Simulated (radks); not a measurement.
**Ge⁻ inside a hard spherical wall**

What does compression do to the levels of Ge⁻? A hard sphere of shrinking radius stands in for pressure; the configuration is held at [Ar] 3d10 4s2 4p3.

Program: radks (a radial shooting solver on a logarithmic mesh, Libxc functionals) version 1. Level of theory: scalar-relativistic Kohn-Sham, LDA (Slater exchange, Perdew-Wang correlation), spin-polarised, spherical densities, finite nucleus; open shells are filled with parallel spins first. These are calculated values, not measurements, unless marked.

**1. Starting point**

* element: germanium (Z = 32)
* charge: -1
* electrons: 33
* configuration: [Ar] 3d10 4s2 4p3
* nuclear rms radius: 4.0742 fm

The outer shells:

Ge⁻
```
[Ar] core
3d [↑↓][↑↓][↑↓][↑↓][↑↓]
4s [↑↓]
4p [↑ ][↑ ][↑ ]
```

**2. Wall at 20 bohr**

Settings of this run:

```text
Z 32
configuration [Ar] 3d10 4s2 4p3 5s0 4d0 5p0
relativity scalar-relativistic
functional lda,pw
spin polarised
nucleus finite rms 4.0742 fm
wall 20 bohr
c 137.035999084
```

Run with:

```sh
> python run_ks.py task.json out
```

The same process makes all the runs of this session.

**3. Wall at 8 bohr**

Settings, as their differences from step 2:

```diff
@@ -6,3 +6,3 @@
 nucleus finite rms 4.0742 fm
-wall 20 bohr
+wall 8 bohr
 c 137.035999084
```

**4. Wall at 7 bohr**

Settings, as their differences from step 3:

```diff
@@ -6,3 +6,3 @@
 nucleus finite rms 4.0742 fm
-wall 8 bohr
+wall 7 bohr
 c 137.035999084
```

**5. Wall at 5 bohr**

Settings, as their differences from step 4:

```diff
@@ -6,3 +6,3 @@
 nucleus finite rms 4.0742 fm
-wall 7 bohr
+wall 5 bohr
 c 137.035999084
```

**6. Wall at 4 bohr**

Settings, as their differences from step 5:

```diff
@@ -6,3 +6,3 @@
 nucleus finite rms 4.0742 fm
-wall 5 bohr
+wall 4 bohr
 c 137.035999084
```

**7. Wall at 3.5 bohr**

Settings, as their differences from step 6:

```diff
@@ -6,3 +6,3 @@
 nucleus finite rms 4.0742 fm
-wall 4 bohr
+wall 3.5 bohr
 c 137.035999084
```

**8. Wall at 3 bohr**

Settings, as their differences from step 7:

```diff
@@ -6,3 +6,3 @@
 nucleus finite rms 4.0742 fm
-wall 3.5 bohr
+wall 3 bohr
 c 137.035999084
```

**9. Wall at 2.5 bohr**

Settings, as their differences from step 8:

```diff
@@ -6,3 +6,3 @@
 nucleus finite rms 4.0742 fm
-wall 3 bohr
+wall 2.5 bohr
 c 137.035999084
```

What does the calculation give? Wanted: for each run, R; E − E(widest); ε(4p); ε(5s, empty); ε(5p, empty); ε(4d, empty); pressure.

The runs gave:

```
R (bohr)  E − E(widest) (eV)  ε(4p) (eV)  ε(5s, empty) (eV)  ε(5p, empty) (eV)  ε(4d, empty) (eV)  pressure (GPa)
      20               0.000       1.027              1.987              2.321              2.632        0.000178
       8               0.573       2.141              6.136              9.132              7.888           0.521
       7               1.165       2.803              8.265             12.136              9.570            1.52
       5               6.299       6.441             19.902             26.762             16.852            20.9
       4              17.851      11.990             37.400             46.951             26.226             108
     3.5              32.233      17.561             54.687             66.155             34.903             281
       3              62.109      27.445             84.618             98.547             49.284             827
     2.5              131.30      47.023             141.23             158.16             75.359            2923
```

In words: Eigenvalues are for spin up. At the tightest wall, 2.5 bohr, the energy stands 131.30 eV above the widest wall (20 bohr) and the pressure, −dE/dV, is 2923 GPa. Of the levels in the table that exist at both ends, 5p (empty) rises most from the widest wall (20 bohr) (155.84 eV). From R = 20 bohr inwards the highest occupied level lies above zero, in an anion first from self-interaction, then from the wall. Shells are not refilled when levels cross, and a hard wall is a model, not a crystal.
